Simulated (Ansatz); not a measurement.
**Cl2GeH2O2: a ladder of functionals and wavefunction methods**

An exercise on one series of results from a longer session: the logs are not shown, and one member is left open.

Computed with Ansatz 0.2.0, Gaussian basis. Level: functionals in def2-TZVPP, the program's frozen cores in correlated methods.

The runs, in order: LDA (SPW92), PBE-D4, revPBE-D4, BLYP-D4, r2SCAN-D4, B97M-V, PBE0-D4, B3LYP-D4, r2SCANh-D4, r2SCAN0-D4, HSE06-D4, BHLYP-D4, CAM-B3LYP-D4, LC-ωPBE, ωB97X-V, ωB97M-V, B2PLYP, PBE-QIDH; CCSD(T)/def2-SVP; CCSD(T)/def2-TZVPP; MP2/def2-QZVPP; extrapolation to the limit; RPA on PBE.

## The relaxed structure

All runs share one geometry, relaxed beforehand with PBE0-D4 in a triple-zeta def2 set.

SMILES `[OH][Ge]([OH])([Cl])[Cl]`, 7 atoms, charge 0, spin multiplicity 1.

Atoms are counted from 1 here; the program's logs count them from 0.

Bond lengths: O1–Ge2 1.752 Å, O1–H6 0.961 Å, Ge2–O3 1.743 Å, Ge2–Cl4 2.116 Å, Ge2–Cl5 2.133 Å, O3–H7 0.962 Å. Angles: Ge2–O1–H6 113.3°, O1–Ge2–O3 107.4°, O1–Ge2–Cl4 112.9°, O1–Ge2–Cl5 108.9°, O3–Ge2–Cl4 107.1°, O3–Ge2–Cl5 112.4°, Cl4–Ge2–Cl5 108.3°, Ge2–O3–H7 111.8°.

Coordinates:

```
O    -0.91026    0.27251    1.13292
Ge   -0.01425   -0.05582   -0.33613
O     1.26713   -1.16564    0.07100
Cl   -1.19230   -0.98744   -1.82626
Cl    0.72435    1.78579   -1.11975
H    -1.43748    1.07493    1.08479
H     1.62400   -0.99233    0.94773
```

The first run:

Input file in.yaml:

```yaml
crystal:
  periodic: [false, false, false]
  atoms:
    - {symbol: O, position_ang: [-0.910255, 0.272510, 1.132918]}
    - {symbol: Ge, position_ang: [-0.014249, -0.055823, -0.336130]}
    - {symbol: O, position_ang: [1.267134, -1.165640, 0.071004]}
    - {symbol: Cl, position_ang: [-1.192298, -0.987442, -1.826264]}
    - {symbol: Cl, position_ang: [0.724354, 1.785792, -1.119753]}
    - {symbol: H, position_ang: [-1.437481, 1.074931, 1.084794]}
    - {symbol: H, position_ang: [1.623995, -0.992329, 0.947730]}
basis:
  gaussian: {orbitals: def2-TZVPP}
hamiltonian: {xc: lda}
output: {orbitals: {seedname: orbitals}}
```

The run is started by

```bash
$ ansatz run in.yaml --threads 4 --pin off --events-out ev --progress --plain --max-ram 10444MiB
```

Steps of the session up to this table: LDA; PBE-D4 (GGA); revPBE-D4 (GGA); BLYP-D4 (GGA); r2SCAN-D4 (meta-GGA); B97M-V (meta-GGA); B3LYP-D4 (hybrid); r2SCANh-D4 (hybrid); r2SCAN0-D4 (hybrid); HSE06-D4 (hybrid); BHLYP-D4 (hybrid); CAM-B3LYP-D4 (range-separated); LC-ωPBE (range-separated); ωB97X-V (range-separated); ωB97M-V (range-separated); B2PLYP (double hybrid); PBE-QIDH (double hybrid).

One table of the session follows, with a row left open; its other results are not shown here.

It belongs to the step «Orbital energies across the functionals». 

| functional | HOMO (eV) | gap (eV) |
| --- | --- | --- |
| LDA (SPW92) | -7.98 | 5.52 |
| PBE-D4 | -7.81 | 5.67 |
| revPBE-D4 | -7.75 | 5.73 |
| BLYP-D4 | -7.66 | 5.54 |
| r2SCAN-D4 | -8.22 | 6.39 |
| B97M-V | -8.30 | 6.53 |
| PBE0-D4 | -9.35 | 8.23 |
| B3LYP-D4 | -9.05 | 7.58 |
| r2SCANh-D4 | -8.79 | 7.32 |
| r2SCAN0-D4 | -9.62 | 8.69 |
| HSE06-D4 | -8.95 | 7.46 |
| BHLYP-D4 | -10.69 | 10.59 |
| CAM-B3LYP-D4 | ? | ? |
| LC-ωPBE | -12.22 | 13.44 |
| ωB97X-V | -11.82 | 12.91 |
| ωB97M-V | -11.64 | 12.52 |

**Question.** Estimate the row for CAM-B3LYP-D4.

The run gave: HOMO (eV): -10.75; gap (eV): 10.63. In the column «HOMO (eV)» it lies between ωB97M-V (-11.64) and BHLYP-D4 (-10.69).
